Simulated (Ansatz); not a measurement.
# MoS₂: a line through a two-coordinate scan

Aim: follow the energy of MoS2 (P-6m2, No. 187; 3 atoms in the cell) along one coordinate, volume per atom, with the other held at c/a of the conventional cell = 5.758.

Method: DFT LDA+D3(BJ), scalar-relativistic, plane waves, PAW, in Ansatz 0.2.0.

17 further runs of the same task are left out: 17 set aside as unsound or not needed.

## 1. The starting structure

Symmetry: P-6m2, No. 187, hexagonal system. Conventional cell: a = 3.091 Å, b = 3.091 Å, c = 17.328 Å, α = 90.00°, β = 90.00°, γ = 120.00°. Mo (site symmetry -6m2) is surrounded by 6 S at 2.37 Å. Around S (site symmetry 3m) lie 3 Mo at 2.37 Å.

Structure file:

```
Mo S
1.0
     3.09057    0.00000    0.00000
    -1.54528    2.67651    0.00000
     0.00000    0.00000   17.32780
Mo S
1 2
Direct
  0.00000 0.00000 0.00000
  0.33333 0.66667 0.08992
  0.33333 0.66667 0.91008
```

It goes back to an entry of the Materials Project, which need not be the stable form.

It is the result of an earlier relaxation at this level (volume 47.78 Å³/atom; gap on the mesh: 1.93 eV).

## 2. The scan

The energy is mapped over volume and the cell's shape.

The axes are (1) volume per atom: 7 values from 42.05 to 53.51 Å³; (2) c/a of the conventional cell: 7 values from 5.175 to 6.075.

Nothing else is relaxed (fractional coordinates fixed). Energies count from the relaxed crystal. Points are written as (first, second).

## 3. Point (42.05 Å³, 5.758)

input.yaml reads:

```yaml
crystal:
  lattice:
    - [2.9353858939, 0.0, 0.0]
    - [-1.467692947, 2.5421187541, 0.0]
    - [0.0, 0.0, 16.9034196702]
  atoms:
    - { symbol: Mo, position: [0.0, 0.0, 0.0] }
    - { symbol: S, position: [0.3333333333, 0.6666666667, 0.0899177426] }
    - { symbol: S, position: [0.3333333333, 0.6666666667, 0.9100822574] }
basis:
  ecutwfc: 420
kpoints:
  mp_grid: { grid: [12, 12, 2] }
hamiltonian:
  xc: lda
  pseudopotentials: { kind: paw, azcp: { folder: soft_1 } }
  dispersion: d3bj
scf:
  occupations: { method: gaussian, width: 0.05 }
output:
  forces: true
  stress: true
  eigenvalues: true
```

Run with:

```console
> ansatz run input.yaml --threads 1 --pin off --max-ram 2048MiB --backend cpu --events-out ev --progress --plain --runs-dir out
```

The session goes on with these runs: the other points of the line.

**Question.** What will these runs give? Wanted: for each run, volume per atom; energy; slope; pressure; largest force on an atom.

As calculated:

| volume per atom (Å³) | step | energy (meV/atom) | slope (meV/atom per Å³) | pressure (GPa) | band gap on the k-mesh (eV) | largest force on an atom (eV/Å) |
| --- | --- | --- | --- | --- | --- | --- |
| 42.05 | 3 | 163 | −62 | 10.0 | 2.02 | 2.36 |
| 43.96 | 4 | 69 | −37 | 5.9 | 1.94 | 1.31 |
| 45.87 | 5 | 19 | −16 | 2.6 | 1.86 | 0.41 |
| 47.78 | 6 | 4.7 | 1 | −0.1 | 1.79 | 0.36 |
| 49.69 | 7 | 19 | 14 | −2.3 | 1.72 | 1.01 |
| 51.60 | 8 | 57 | 25 | −4.0 | 1.66 | 1.57 |
| 53.51 | – | 113 | 34 | −5.4 | 1.60 | 2.05 |

Energies count from the relaxed crystal. Rows without a step come from runs not printed here or follow by symmetry. Slopes come from the forces (and the stress, where the cell changes), not from differences of energies.

**Reading.** The lowest point of the line is at 47.78 Å³, 4.7 meV/atom from the zero. A fit to energies and slopes at the lowest point and its two neighbours puts the minimum at 47.702 Å³, with a curvature of about 7.9 meV/atom per (Å³)². V·d²E/dV² there is about 60 GPa, a bulk modulus under this line's constraint. The highest point computed, at 42.05 Å³, lies 158 meV/atom above the lowest. This is one cut through a surface in two coordinates; the map's lowest point lies off it.

The gaps are Kohn-Sham values of a semilocal functional, not quasiparticle or optical gaps. Such gaps usually fall short of the measured ones.
